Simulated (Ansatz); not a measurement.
Cd2S:

```
CELL_PARAMETERS angstrom
3.96267 0.00000 0.00000
-1.98134 3.43177 0.00000
0.00000 0.00000 5.80919
ATOMIC_POSITIONS crystal
Cd 0.33333 0.66667 0.93272
Cd 0.66667 0.33333 0.57873
S 0.33333 0.66667 0.36571
```

The cell comes from a database or a generator and needn't be the stable form of this composition.

Base run:

| Property | Result |
| --- | --- |
| Program | Ansatz 0.2.0 |
| Functional | PBE0 form with a typed share of exact exchange |
| Potentials or basis | Ansatz PAW |
| Cutoff | 420 eV (not typed: the program's choice for these potentials) |
| k mesh | 5 × 5 × 3 |
| Occupations | fermi-dirac, width 0.05 eV |
| Spin | no spin polarisation |

Its results: band gap on the k mesh 1.18 eV, indirect (least direct gap 1.37 eV); pressure -0.4 GPa; largest force 0.043 eV/Å.

The run is repeated on the same cell with these changes: share of exact exchange from 0 to 0.5. What comes out?

Band gap on the k mesh 2.51 eV, direct; pressure -2.7 GPa; largest force 0.427 eV/Å.

Caveats: odd divisions of the mesh miss points on the zone boundary, where band edges often lie, so the gap on the mesh can be too wide; the PAW data sets were made with another functional, which shifts forces and pressure a little (some runs); the PAW data sets come from PBE, with cores solved anew for the run's functional, which leaves a small shift of forces and pressure (some runs); the thresholds are loose for stress (some runs).

A k mesh can miss the band edges.
